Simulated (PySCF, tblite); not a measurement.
# C8H12Si: geometry, infrared bands and NMR shifts

What infrared bands and NMR shifts should C8H12Si (`C#C[SiH](CC=C)CC=C`) show?

The runs use tblite 0.8.0 and PySCF 2.14.0, with density-fitted response routines of our own; the level of theory stands in each step. All values are computed, except where a source is named. Atoms are numbered from 0 throughout.

### 1 The molecule as given

21 atoms, charge 0, multiplicity 1; geometry from: force field or distance geometry start.

Bonds of the start (Å): C0–C1 1.20, C1–Si2 1.89, Si2–C3 1.89, C3–C4 1.51, C4–C5 1.34, Si2–C6 1.89, C6–C7 1.52, C7–C8 1.34, C0–H9 1.07, Si2–H10 1.50, C3–H11 1.10, C3–H12 1.11, C4–H13 1.08, C5–H14 1.08, C5–H15 1.09, C6–H16 1.09, C6–H17 1.09, C7–H18 1.09, C8–H19 1.08, C8–H20 1.08.

### 2 Geometry optimisation with GFN2-xTB

Job settings and geometry (Å):

```
{"job": {"kind": "relax", "xc": "GFN2-xTB", "basis": "xTB"}, "charge": 0, "multiplicity": 1}
C     -0.666700     3.300700     0.599800
C     -0.478000     2.268100     0.025800
Si    -0.146700     0.624900    -0.849000
C     -0.926000    -0.815700     0.085000
C     -2.422600    -0.760900     0.257100
C     -3.270300    -1.679900    -0.238100
C      1.705300     0.334200    -1.074800
C      2.496500     0.242900     0.214000
C      3.163500    -0.857900     0.601900
H     -0.860900     4.226500     1.104800
H     -0.767400     0.696600    -2.210100
H     -0.636300    -1.751800    -0.415200
H     -0.482200    -0.859400     1.103400
H     -2.825700     0.078900     0.810400
H     -2.918000    -2.533800    -0.790600
H     -4.338800    -1.584200    -0.068600
H      1.831000    -0.578000    -1.663000
H      2.113800     1.148000    -1.668400
H      2.530400     1.132200     0.842700
H      3.172800    -1.763400     0.015500
H      3.717300    -0.851200     1.534500
```

On the command line:

```bash
$ OMP_NUM_THREADS=1 python probes_run.py task.json out
```

The driver reads the jobs from task.json and runs them one after another.

Standard output:

```text
step      E/eV     max force
  0    -675.23301    1.411
  1    -675.26090    3.412
  2    -675.32452    1.084
  3    -675.33293    0.864
  4    -675.34500    0.154
  5    -675.34843    0.128
  6    -675.35257    0.178
  7    -675.35477    0.129
  8    -675.35719    0.099
  9    -675.35941    0.116
 10    -675.36154    0.121
 11    -675.36325    0.098
 12    -675.36490    0.102
 13    -675.36682    0.157
 14    -675.36903    0.193
 15    -675.37092    0.092
 16    -675.37187    0.063
 17    -675.37247    0.067
 18    -675.37331    0.075
 19    -675.37448    0.091
 20    -675.37586    0.088
 21    -675.37720    0.070
 22    -675.37844    0.093
 23    -675.37965    0.094
 24    -675.38083    0.070
 25    -675.38188    0.071
 26    -675.38286    0.089
 27    -675.38395    0.110
 28    -675.38510    0.095
 29    -675.38595    0.052
 30    -675.38635    0.038
 31    -675.38656    0.037
 32    -675.38677    0.045
 33    -675.38704    0.052
 34    -675.38735    0.047
 35    -675.38765    0.044
 36    -675.38791    0.034
 37    -675.38814    0.032
 38    -675.38835    0.036
 39    -675.38857    0.038
 40    -675.38881    0.034
 41    -675.38907    0.047
 42    -675.38933    0.049
 43    -675.38956    0.037
 44    -675.38974    0.022
 45    -675.38988    0.025
 46    -675.38998    0.023
 47    -675.39007    0.024
 48    -675.39016    0.022
 49    -675.39025    0.025
 50    -675.39031    0.022
 51    -675.39035    0.017
 52    -675.39039    0.022
 53    -675.39044    0.024
 54    -675.39049    0.021
 55    -675.39056    0.021
 56    -675.39063    0.025
 57    -675.39073    0.033
 58    -675.39085    0.035
 59    -675.39095    0.026
 60    -675.39104    0.024
 61    -675.39111    0.022
 62    -675.39119    0.029
 63    -675.39127    0.028
 64    -675.39134    0.023
 65    -675.39140    0.020
 66    -675.39148    0.027
 67    -675.39162    0.041
 68    -675.39182    0.047
 69    -675.39204    0.041
 70    -675.39220    0.033
 71    -675.39234    0.031
 72    -675.39246    0.037
 73    -675.39260    0.031
 74    -675.39273    0.020
 75    -675.39283    0.023
 76    -675.39290    0.021
 77    -675.39296    0.020
 78    -675.39302    0.017
 79    -675.39310    0.021
 80    -675.39319    0.026
 81    -675.39325    0.023
 82    -675.39329    0.012
 83    -675.39331    0.009
```

Run time: 1.1 s. Hardware: 1 thread of Arm Neoverse N1, shared host.

Relaxation path: (not every step is listed)

```csv
step,energy from step 0 (eV),largest force (eV/Å)
0,0.0000,1.4108
1,-0.0279,3.4121
2,-0.0915,1.0842
3,-0.0999,0.8639
4,-0.1120,0.1535
5,-0.1154,0.1282
6,-0.1196,0.1776
7,-0.1218,0.1289
8,-0.1242,0.0986
15,-0.1379,0.0923
22,-0.1454,0.0930
29,-0.1529,0.0525
36,-0.1549,0.0342
43,-0.1565,0.0371
50,-0.1573,0.0223
57,-0.1577,0.0333
64,-0.1583,0.0226
71,-0.1593,0.0313
78,-0.1600,0.0171
79,-0.1601,0.0212
80,-0.1602,0.0265
81,-0.1602,0.0229
82,-0.1603,0.0116
83,-0.1603,0.0092
```

Distances of close pairs at the start and the end, largest changes first:

```csv
bond,before (Å),after (Å),change (Å)
C1–Si2,1.891,1.854,-0.037
Si2–C6,1.888,1.918,+0.030
C6–C7,1.515,1.487,-0.028
Si2–C3,1.885,1.913,+0.028
Si2–H10,1.498,1.471,-0.027
C4–C5,1.345,1.321,-0.024
C7–C8,1.344,1.321,-0.023
C3–C4,1.507,1.486,-0.021
```

The end geometry stands in the next job.

### 3 Vibrational analysis with GFN2-xTB

Job settings and geometry (Å):

```
{"job": {"kind": "ir", "xc": "GFN2-xTB", "basis": "xTB"}, "charge": 0, "multiplicity": 1}
C     -0.666640     3.172153     0.602886
C     -0.474679     2.152599    -0.005312
Si    -0.166366     0.567469    -0.915290
C     -0.829445    -0.876887     0.149563
C     -2.301214    -0.778930     0.330536
C     -3.183420    -1.569665    -0.253699
C      1.725879     0.366817    -1.155246
C      2.432263     0.281664     0.150617
C      2.950849    -0.824268     0.654649
H     -0.838289     4.066265     1.130946
H     -0.845881     0.630246    -2.218294
H     -0.575687    -1.827893    -0.320394
H     -0.336641    -0.847805     1.123457
H     -2.634152     0.027092     0.971696
H     -2.876697    -2.375819    -0.900821
H     -4.243888    -1.450974    -0.111286
H      1.928326    -0.525850    -1.747689
H      2.094745     1.226305    -1.715371
H      2.478189     1.207468     0.710097
H      2.916950    -1.760857     0.120873
H      3.436876    -0.842187     1.615272
```

Standard output:

```text
mode    cm-1     km/mol
  1      29.4      0.21
  2      38.2      0.05
  3      54.9      0.16
  4      76.5      0.12
  5      88.4      0.03
  6     122.0      0.31
  7     140.6      0.91
  8     213.1      0.69
  9     241.9      4.16
 10     287.2     15.92
 11     325.2     19.22
 12     404.6      3.48
 13     410.7      4.40
 14     566.1     17.42
 15     598.8     27.65
 16     611.5     48.79
 17     625.1    123.84
 18     654.0     25.32
 19     680.3     43.19
 20     684.2     43.53
 21     745.5     16.55
 22     767.6    110.53
 23     793.0     67.82
 24     819.7    194.78
 25     880.7     11.82
 26     882.3     11.63
 27     956.2     12.76
 28     956.9     25.85
 29    1021.0      9.09
 30    1022.8      7.40
 31    1051.7     34.14
 32    1061.4     17.37
 33    1178.5     44.47
 34    1183.3     53.32
 35    1211.6     15.61
 36    1213.5     10.41
 37    1296.9      9.20
 38    1299.7      5.14
 39    1414.5     14.38
 40    1415.5      6.76
 41    1459.3      1.37
 42    1467.8      1.31
 43    1708.9     40.26
 44    1711.5     32.67
 45    2192.6    339.62
 46    2204.6     34.24
 47    2965.0     34.36
 48    2979.6     30.42
 49    2984.4     36.09
 50    2988.5     31.58
 51    3051.1     32.07
 52    3053.6     52.07
 53    3091.7     29.80
 54    3093.6     33.60
 55    3120.5     55.76
 56    3122.6     58.93
 57    3352.9      0.97
```

It took 1.5 s on 1 thread of Arm Neoverse N1, shared host.

The strongest bands and the atoms that carry them (share of the mass-weighted mode):

```csv
cm⁻¹,km/mol,atoms
625,123.8,H10 54 %
768,110.5,"C6 27 %, Si2 21 %"
793,67.8,"H12 22 %, C3 20 %, Si2 13 %, C6 12 %"
820,194.8,"Si2 18 %, H17 14 %, C6 14 %, H16 13 %"
1183,53.3,"H17 32 %, C6 19 %, C7 19 %"
2193,339.6,H10 97 %
3120,55.8,"H20 73 %, H19 16 %"
3123,58.9,"H15 71 %, H14 17 %"
```

### 4 Shielding tensors: PBE0/pcSseg-1

Same as in step 3 but for these lines:

```diff
@@ -1,2 +1,2 @@
-{"job": {"kind": "ir", "xc": "GFN2-xTB", "basis": "xTB"}, "charge": 0, "multiplicity": 1}
+{"job": {"kind": "nmr", "xc": "PBE0", "basis": "pcSseg-1"}, "charge": 0, "multiplicity": 1}
 C     -0.666640     3.172153     0.602886
```

Method: GIAO PBE0/pcSseg-1 NMR shielding, non-relativistic, gas phase.

Standard output:

```text
coarse grid: 17752 points
cycle   1  E = -600.7696393413  dE =  9.055e-01  |g| = 5.648e-01  |ddm| = 4.140e+00
cycle   2  E = -600.7651561179  dE =  4.483e-03  |g| = 5.827e-01  |ddm| = 1.087e+00
cycle   3  E = -600.8533220322  dE = -8.817e-02  |g| = 9.454e-02  |ddm| = 5.549e-01
cycle   4  E = -600.8546867889  dE = -1.365e-03  |g| = 5.889e-02  |ddm| = 9.568e-02
cycle   5  E = -600.8555555596  dE = -8.688e-04  |g| = 9.509e-03  |ddm| = 4.814e-02
cycle   6  E = -600.8555778044  dE = -2.224e-05  |g| = 3.638e-03  |ddm| = 1.270e-02
cycle   7  E = -600.8555810745  dE = -3.270e-06  |g| = 9.353e-04  |ddm| = 3.434e-03
final grid: 166056 points
cycle   8  E = -600.9119869937  dE = -4.080e-05  |g| = 9.015e-03  |ddm| = 3.462e-02
cycle   9  E = -600.9119800659  dE =  6.928e-06  |g| = 1.040e-02  |ddm| = 1.682e-02
cycle  10  E = -600.9120082445  dE = -2.818e-05  |g| = 1.740e-03  |ddm| = 9.404e-03
cycle  11  E = -600.9120089796  dE = -7.351e-07  |g| = 3.838e-04  |ddm| = 1.526e-03
cycle  12  E = -600.9120090060  dE = -2.644e-08  |g| = 2.217e-04  |ddm| = 4.446e-04
cycle  13  E = -600.9120090181  dE = -1.208e-08  |g| = 4.980e-05  |ddm| = 1.701e-04
cycle  14  E = -600.9120090187  dE = -5.921e-10  |g| = 9.756e-06  |ddm| = 5.275e-05
converged SCF energy = -600.9120090187

GIAO shielding tensors (ppm)
atom      isotropic    diamagn.    paramagn.     s11        s22        s33       span
  0 C       82.330     262.278    -179.948     -2.795      0.419    249.365    252.161
  1 C       98.039     261.389    -163.350      0.460      4.495    289.161    288.700
  2 Si     388.271     882.421    -494.150    356.965    380.300    427.548     70.583
  3 C      161.421     255.277     -93.856    146.131    156.203    181.928     35.797
  4 C       43.838     256.150    -212.311    -79.607     48.237    162.885    242.492
  5 C       66.855     252.491    -185.636    -45.124     90.020    155.670    200.794
  6 C      159.964     254.099     -94.135    146.205    156.613    177.073     30.868
  7 C       43.895     257.874    -213.979    -78.515     45.677    164.523    243.039
  8 C       66.521     254.305    -187.784    -45.528     88.350    156.740    202.268
  9 H       29.777      34.051      -4.274     24.513     24.772     40.046     15.533
 10 H       27.299      29.721      -2.422     24.632     25.213     32.051      7.419
 11 H       30.157      34.879      -4.721     25.605     30.451     34.415      8.810
 12 H       29.574      34.737      -5.163     25.535     29.257     33.929      8.395
 13 H       25.384      31.551      -6.166     23.215     23.625     29.314      6.098
 14 H       26.401      31.264      -4.863     22.862     25.529     30.813      7.952
 15 H       26.500      27.820      -1.320     23.293     25.378     30.828      7.535
 16 H       30.027      32.722      -2.695     26.955     28.388     34.740      7.785
 17 H       29.745      29.999      -0.253     26.472     27.375     35.389      8.917
 18 H       25.368      32.286      -6.918     23.028     24.338     28.739      5.712
 19 H       26.429      32.106      -5.677     22.616     25.944     30.725      8.109
 20 H       26.471      29.676      -3.205     23.220     25.584     30.609      7.389
```

It took 84 s on 1 thread of Arm Neoverse N1, shared host; peak memory 0.99 GiB.

Shifts follow as δ = σ(reference) − σ, with reference shieldings (ppm) from runs at the same level and on the same kind of geometry: 1H TMS 31.72, 13C TMS 186.9, 29Si TMS 349.2. The references are single molecules in the gas phase. Atoms listed in one row are averaged.

```csv
atoms,environment,σ (ppm),δ (ppm),δ scaled to CDCl3
"C4, C7",alkene CH,43.9,143.1,137.7
"C5, C8",terminal =CH2 carbon,66.7,120.2,115.4
C0,terminal alkyne carbon,82.3,104.6,100.2
C1,alkyne carbon,98.0,88.9,84.8
"C3, C6",allylic sp3 CH2 bonded to Si,160.7,26.2,23.7
"H13, H18",hydrogen on an alkene CH,25.38,6.34,6.08
"H14, H19",hydrogen on a terminal =CH2 carbon,26.41,5.30,5.10
"H15, H20",hydrogen on a terminal =CH2 carbon,26.49,5.23,5.04
H10,hydrogen on a silicon bonded to 3 C,27.30,4.42,–
H9,hydrogen on a terminal alkyne carbon,29.78,1.94,1.93
"H12, H16",hydrogen on an allylic sp3 CH2 bonded to Si,29.80,1.92,1.91
"H11, H17",hydrogen on an allylic sp3 CH2 bonded to Si,29.95,1.77,1.77
Si2,"silicon bonded to 3 C, H",388.3,-39.1,–
```

The scaled column applies a straight-line fit of computed shieldings to shifts measured in CDCl3 (root-mean-square error 0.16 ppm for H, 1.9 ppm for C).

Charges from the same density, by scheme (e):

```csv
atoms,Mulliken,IAO,Hirshfeld,ESP fit
C0,-0.22,-0.19,-0.09,-0.31
C1,-0.17,-0.33,-0.15,-0.21
Si2,0.89,0.93,0.39,0.58
"C3, C6",-0.48,-0.54,-0.15,-0.40
"C4, C7",-0.25,-0.12,-0.04,0.01
"C5, C8",-0.16,-0.34,-0.11,-0.56
```

Mayer bond orders: C0–C1 2.55, C1–Si2 0.89, Si2–C3 0.90, C3–C4 1.05, C4–C5 1.97, Si2–C6 0.88, C6–C7 1.05, C7–C8 1.97.

Orbitals, density, ELF and potential are computed afterwards from the orbital file.

Frontier orbitals at PBE0/pcSseg-1, with the share of their density that lies nearest to each atom:

```csv
orbital,energy (eV),lies on
HOMO,-6.91,"C5 21 %; C4, C8 about 14 % each; C6, C7 about 8 % each"
LUMO,-0.01,"C0, C1 about 16 % each; Si2 11 %; C4, C5 about 7 % each"
```

ELF in a plane through or near 7 of the atoms.

Ten even steps from '0' (0.00) to '9' (1.00):
```
0000000000000000000000000000
0000000000000000000000000000
0000000000000430000000000000
0000000000016996000000000000
0000000000036996310000000000
0000000000267127630000000000
0000000000157877620000000000
0000000473025676200100000000
0000003999301441017710000000
0000002696500256456611783000
0000034633520373487557999000
0000046767610142365826997000
0000024689600179910475210000
0000001799910059800242000000
0000000399700000000000000000
0000000000000000000000000000
0000000000000000000000000000
0000000000000000000000000000
0000000000000000000000000000
0000000000000000000000000000
```
The map spans 14.1 Å across and 13.7 Å up, centred on the molecule. Atoms in the plane (x, y in Å): C0 (0.0, 3.3), C3 (1.0, -0.7), C4 (2.4, -0.3), C7 (-2.4, -0.2), H15 (4.4, -0.6), H18 (-2.7, 0.8), H19 (-2.5, -2.3).

On the surface of density 0.002 e/bohr³ the electrostatic potential runs, from the 1st to the 99th percentile, from -0.78 V near C1 to 1.43 V near H9.

### 5 Outcome

| quantity | value |
| --- | --- |
| strongest single infrared mode (GFN2-xTB) | 2193 cm⁻¹, 340 km/mol |
| zero-point energy (GFN2-xTB) | 103.7 kcal/mol |
| 13C shifts against TMS (PBE0/pcSseg-1, means over atoms taken as alike) | 143.1, 120.2, 104.6, 88.9, 26.2 ppm |
| 1H shifts against TMS (PBE0/pcSseg-1, means over atoms taken as alike) | 6.34, 5.30, 5.23, 4.42, 1.94, 1.92, 1.77 ppm |
| 29Si shifts against TMS (PBE0/pcSseg-1) | -39.1 ppm |
| surface potential, 1st and 99th percentile | -0.78 V and 1.43 V |

**Reading.** Over 83 steps the energy fell by 0.160 eV; of the close pairs, C1–Si2 changed most, 1.891 to 1.854 Å. No mode is imaginary among the 57: a minimum at this level. The strongest single mode, at 2193 cm⁻¹, moves mainly H10. GFN2-xTB is a fitted tight-binding method: band positions and strengths are rough. Its intensities can rank the bands wrongly. The most deshielded carbon is C4, C7 (mean) (alkene CH), at 143.1 ppm: as expected for a trigonal carbon in a double bond. The most deshielded hydrogen is H13, H18 (mean) (hydrogen on an alkene CH), at 6.34 ppm: olefinic region. At PBE0/pcSseg-1: The widest tensor belongs to C1: span 289 ppm, with a paramagnetic part of -163 ppm.
